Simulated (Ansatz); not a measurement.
# CH3ClF2Si: small, medium and large basis sets

How large a basis does CH3ClF2Si need? Two functionals are run in growing sets.

Program: Ansatz 0.2.0, Gaussian basis. Level of theory: one geometry, several basis sets. These are calculated values, not measurements.

Plan: PBE0-D4/def2-SVP; ωB97M-V/def2-SVP; PBE0-D4/def2-QZVPP; ωB97M-V/def2-QZVPP; the functionals' def2-TZVPP values are taken from earlier runs.

## 1. Structure used throughout

All runs share one geometry, relaxed beforehand with PBE0-D4 in a triple-zeta def2 set.

SMILES `C[Si](F)(F)Cl`, 8 atoms, charge 0, spin multiplicity 1.

Atoms are counted from 1 here; the program's logs count them from 0.

Bond lengths: C1–Si2 1.832 Å, C1–H6 1.092 Å, C1–H7 1.092 Å, C1–H8 1.092 Å, Si2–F3 1.582 Å, Si2–F4 1.582 Å, Si2–Cl5 2.029 Å. Angles: Si2–C1–H6 110.1°, Si2–C1–H7 110.4°, Si2–C1–H8 110.4°, H6–C1–H7 108.7°, H6–C1–H8 108.7°, H7–C1–H8 108.5°, C1–Si2–F3 111.0°, C1–Si2–F4 111.0°, C1–Si2–Cl5 112.6°, F3–Si2–F4 106.6°, F3–Si2–Cl5 107.7°, F4–Si2–Cl5 107.7°.

## 2. PBE0-D4 in def2-SVP

The input, in.yaml:

```yaml
crystal:
  periodic: [false, false, false]
  atoms:
    - {symbol: C, position_ang: [-0.808527, -0.299042, 0.512232]}
    - {symbol: Si, position_ang: [0.690598, 0.151390, -0.439162]}
    - {symbol: F, position_ang: [1.986962, -0.472288, 0.219057]}
    - {symbol: F, position_ang: [0.616165, -0.415564, -1.914223]}
    - {symbol: Cl, position_ang: [0.963118, 2.158495, -0.560944]}
    - {symbol: H, position_ang: [-0.917118, -1.385377, 0.549758]}
    - {symbol: H, position_ang: [-0.740189, 0.080447, 1.533393]}
    - {symbol: H, position_ang: [-1.698810, 0.124839, 0.044089]}
basis:
  gaussian: {orbitals: def2-SVP}
hamiltonian: {xc: pbe0, dispersion: d4}
output: {orbitals: {seedname: orbitals}}
```

Command:

```
ansatz run in.yaml --threads 4 --pin off --events-out ev --progress --plain --max-ram 10444MiB
```

The runs that follow: ωB97M-V in def2-SVP; PBE0-D4 in def2-QZVPP; ωB97M-V in def2-QZVPP.

Before running them: what should the planned runs give, taken together? Wanted: PBE0-D4: double and triple zeta above quadruple; ωB97M-V: double and triple zeta above quadruple.

The runs gave:

```
                                       quantity           value
PBE0-D4: double and triple zeta above quadruple  16.60, 1.02 eV
ωB97M-V: double and triple zeta above quadruple  16.68, 0.96 eV
```

**Reading.** PBE0-D4 gains 15.58 eV from double to triple zeta, then 1.02 eV more. Total energies overstate the basis error of differences, where much of it tends to cancel. The LUMO of ωB97M-V is positive and keeps falling with the basis (3.04 to 1.51 eV): an unbound level that the basis holds in place.
